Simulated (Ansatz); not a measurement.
# CH9FO2Si: the cost of one run

Program: Ansatz 0.2.0. Level of theory: RKS PBE0-D4/6-31G*. These are calculated values, not measurements.

1 further run of the same task is left out (it didn't finish).

## Step 1: The structure to begin with

Bond lengths: Si1–O3 1.635 Å, O3–C4 1.392 Å, Si1–H5 1.452 Å, Si1–H6 1.445 Å, Si1–F8 2.003 Å, C4–H11 1.093 Å, C4–H12 1.091 Å, C4–H13 1.095 Å, O10–H14 0.960 Å. Angles: Si1–O3–C4 131.1°, O3–Si1–H5 107.7°, O3–Si1–H6 92.3°, O3–Si1–F8 168.6°, H5–Si1–H6 135.3°, H5–Si1–F8 83.0°, H6–Si1–F8 82.4°, O3–C4–H11 110.7°, O3–C4–H12 108.5°, O3–C4–H13 110.6°, H11–C4–H12 109.3°, H11–C4–H13 108.6°, H12–C4–H13 109.2°.

Coordinates:

```xyz
14

Si   -0.5266    0.6132    0.4461
H     0.4696   -0.9164    0.0278
O    -0.9477    0.9629   -1.0943
C    -0.1745    1.3272   -2.1935
H     0.4824    1.5737    0.8560
H    -1.8944    0.3376    0.8200
H     0.4736   -1.2024    2.2334
F    -0.1551   -0.1768    2.2494
H     0.8060   -1.6281    0.6165
O     1.0201   -2.2320    1.7247
H     0.2933    2.3021   -2.0312
H    -0.8225    1.3800   -3.0699
H     0.6130    0.5882   -2.3719
H     0.3628   -2.9291    1.7868
```

## Step 2: Pulling towards end A

Springs on the bonds that form and break draw the guess towards this end; the thresholds are loose.

The input, input.yaml:

```yaml
crystal:
  periodic: [false, false, false]
  atoms:
    - { symbol: Si, position_ang: [-0.5266, 0.6132, 0.4461] }
    - { symbol: H, position_ang: [0.4696, -0.9164, 0.0278] }
    - { symbol: O, position_ang: [-0.9477, 0.9629, -1.0943] }
    - { symbol: C, position_ang: [-0.1745, 1.3272, -2.1935] }
    - { symbol: H, position_ang: [0.4824, 1.5737, 0.856] }
    - { symbol: H, position_ang: [-1.8944, 0.3376, 0.82] }
    - { symbol: H, position_ang: [0.4736, -1.2024, 2.2334] }
    - { symbol: F, position_ang: [-0.1551, -0.1768, 2.2494] }
    - { symbol: H, position_ang: [0.806, -1.6281, 0.6165] }
    - { symbol: O, position_ang: [1.0201, -2.232, 1.7247] }
    - { symbol: H, position_ang: [0.2933, 2.3021, -2.0312] }
    - { symbol: H, position_ang: [-0.8225, 1.38, -3.0699] }
    - { symbol: H, position_ang: [0.613, 0.5882, -2.3719] }
    - { symbol: H, position_ang: [0.3628, -2.9291, 1.7868] }
basis:
  gaussian: { orbitals: "6-31G*" }
hamiltonian:
  xc: pbe0
  dispersion: d4
relax:
  f_tol: 0.15
  max_steps: 25
  restrain:
    - { distance: [0, 7], at: 2.98, k: 30.0 }
    - { distance: [6, 9], at: 2.27, k: 30.0 }
    - { distance: [8, 1], at: 1.92, k: 30.0 }
    - { distance: [0, 1], at: 1.42, k: 30.0 }
    - { distance: [6, 7], at: 0.88, k: 30.0 }
    - { distance: [8, 9], at: 0.97, k: 30.0 }
```

The run is started by

```bash
ansatz run input.yaml --threads 2 --pin off --max-ram 3072MiB --backend cpu --events-out ev --progress --plain --runs-dir out
```

Q: Estimate wall time and peak memory on 2 threads of Arm Neoverse V2, shared host.

About 32 s, with a peak of 0.2 GiB.
